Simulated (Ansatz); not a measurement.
The same calculation of YSn3, space group Pm-3m as a Python script and as an input file (the Ansatz DFT code, driven from Python).

Script `phonons.py`:
```python
from pathlib import Path

import ansatz as az
import numpy as np

system = (
    az.Lattice.of([4.666, 0.0, 0.0], [0.0, 4.666, 0.0], [0.0, 0.0, 4.666])
    .atom("Y", [0.0, 0.0, 0.0])
    .atom("Sn", [0.0, 0.5, 0.5])
    .atom("Sn", [0.5, 0.0, 0.5])
    .atom("Sn", [0.5, 0.5, 0.0])
)

job = (
    system.calculation()
    .functional(az.Functional.PBESOL, dispersion="d3bj")
    .scf(tolerance=1e-05, lower_state_search="light")
    .basis(14 * az.Ha, density_ratio=4)
    .pseudopotentials("paw")
    .occupations("fermi_dirac")
    .kpoints(6, 6, 6)
    .phonons("fd", supercell=1)
)
out = job.run(runs_dir="phonon_runs")
folder = Path(out.output_folder) / "results"
ph = out.phonons

print("modes at Gamma (1/cm):", np.round(ph.gamma_omega_inv_cm, 1) + 0.0)
print(f"{ph.n_members} displaced supercells, sum-rule residual {ph.asr_residual_pre_ev_ang2:.1e} eV/A^2")
optical = np.sort(ph.gamma_omega_inv_cm)
print("imaginary modes at Gamma:", int((optical < -10).sum()), "- highest mode", round(float(optical[-1]), 1), "1/cm")
```

`python phonons.py` gives:
```text
DeckWarning: basis.ecutwfc = 380.959407443832 eV is below the records' recommended 420 eV, and the density's cutoff is lower with it unless basis.ecutrho_ratio is high enough to keep the records' density cutoff: compare with a run at a higher cutoff
DeckWarning: basis.ecutrho_ratio = 4 (ecutrho = 1523.837629775328 eV) is below the records' recommended 1680 eV
modes at Gamma (1/cm): [  0.    0.    0.   75.5  75.5  75.5  95.9  95.9  95.9 147.4 147.4 147.4]
2 displaced supercells, sum-rule residual 5.5e-04 eV/A^2
imaginary modes at Gamma: 0 - highest mode 147.4 1/cm
```
(Warnings from the package without file and line.)

`input.yaml`:
```yaml
crystal:
  lattice:
    - [4.666, 0.0, 0.0]
    - [0.0, 4.666, 0.0]
    - [0.0, 0.0, 4.666]
  atoms:
    - { symbol: "Y", position: [0.0, 0.0, 0.0] }
    - { symbol: Sn, position: [0.0, 0.5, 0.5] }
    - { symbol: Sn, position: [0.5, 0.0, 0.5] }
    - { symbol: Sn, position: [0.5, 0.5, 0.0] }
basis:
  ecutwfc: 380.959407443832
  ecutrho_ratio: 4
kpoints:
  mp_grid:
    grid: [6, 6, 6]
hamiltonian:
  xc: pbesol
  dispersion: d3bj
  pseudopotentials:
    kind: paw
scf:
  convergence:
    dr2_threshold: 1.0e-05
  lower_state_search: light
  occupations:
    method: fermi_dirac
phonons:
  method: fd
  supercell: [1, 1, 1]
```

What to keep in mind:
- These settings explore the input space; cutoff and mesh may be short of convergence.
- The cutoff lies under the one recommended for these potentials.
- The run is spin-unpolarised.
- The cell isn't relaxed first, so the values belong to this volume.
- Dispersion corrections can be off by several per cent in the lattices of metals, and by several GPa in the pressure at a fixed cell.
- For a metal this k-point mesh is coarse: on a finer one energies can move by several to tens of meV an atom and pressures by half a GPa or more, differences at one mesh by less.
- The starting cell is as deposited in a crystallographic database; the results hold for this polymorph, which needn't be the stable one.
- The structure is taken as given and the supercell is small; imaginary modes can come from an unrelaxed or unstable start. Phonons of metals also depend on mesh and smearing.
- Timing: 23 s on 1 thread of Arm Neoverse V2 (shared host), peak memory 0.51 GiB.
